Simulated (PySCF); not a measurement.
# Cd: basis, grid and Hamiltonian

The method stays; parts of the set-up, such as the basis or the Hamiltonian, are changed.

The runs use PySCF 2.14.0; each script names its method and basis.

2 further runs of the same task are left out: 2 for a known fault of the program.

### 1 The atom

Cd: 1 atom, charge 0, spin multiplicity 1.

### 2 Base script

Input file input.py:

```python
from pyscf import gto, scf

mol = gto.M(
    atom='Cd 0 0 0',
    basis='x2c-svpall',
    charge=0,
    spin=0,
    symmetry=True,
    verbose=3,
)
mf = scf.RHF(mol)
mf = mf.sfx2c1e()
mf.kernel()
mf.analyze()
print('orbital energies (hartree):', mf.mo_energy[..., max(0, mol.nelec[1]-3):mol.nelec[0]+3].round(4))
```

Started as:

```bash
OMP_NUM_THREADS=1 python input.py
```

Its log is not repeated here.

In short: E(SCF) = -5590.873629 Eh.

### 3 Def2-tzvp (core potential on, X2C off)

Run 1 changes basis set: x2c-svpall → def2-tzvp; core potential: off → on; spin-free X2C: on → off. The core potential changes with it: totals don't compare.

Input file input.py:

```python
from pyscf import gto, scf

mol = gto.M(
    atom='Cd 0 0 0',
    basis='def2-tzvp',
    ecp={'Cd': 'def2-tzvp'},
    charge=0,
    spin=0,
    symmetry=True,
    verbose=3,
)
mf = scf.RHF(mol)
mf.kernel()
mf.mulliken_pop()
mf.dip_moment()
print('orbital energies (hartree):', mf.mo_energy[..., max(0, mol.nelec[1]-3):mol.nelec[0]+3].round(4))
```

Started as:

```bash
OMP_NUM_THREADS=1 python input.py
```

### 4 Spin-free X2C off

Run 2 changes spin-free X2C: on → off.

Edit input.py of step 2 so:

```diff
@@ -11,3 +11,2 @@
 mf = scf.RHF(mol)
-mf = mf.sfx2c1e()
 mf.kernel()
```

### 5 Density fitting auto

Run 3 changes density fitting: none → auto.

Edit input.py of step 2 so:

```diff
@@ -12,2 +12,3 @@
 mf = mf.sfx2c1e()
+mf = mf.density_fit()
 mf.kernel()
```

What does the calculation give? Wanted: for each run, E(SCF); from base; gap.

**Answer**, as computed:

```csv
run,E(SCF) (hartree),from base (eV),gap (eV),functions
base,-5590.873629,0,8.94,56
"def2-tzvp (core potential on, X2C off)",-166.883923,not comparable,n/a,40
spin-free X2C off (poor choice),-5361.117395,not comparable,7.45,56
density fitting auto,-5590.873628,0.0000,8.94,56
```

The SCF energy stays the same, to the digits that matter, with density fitting auto. Rows marked «poor choice» come from settings spoiled on purpose.
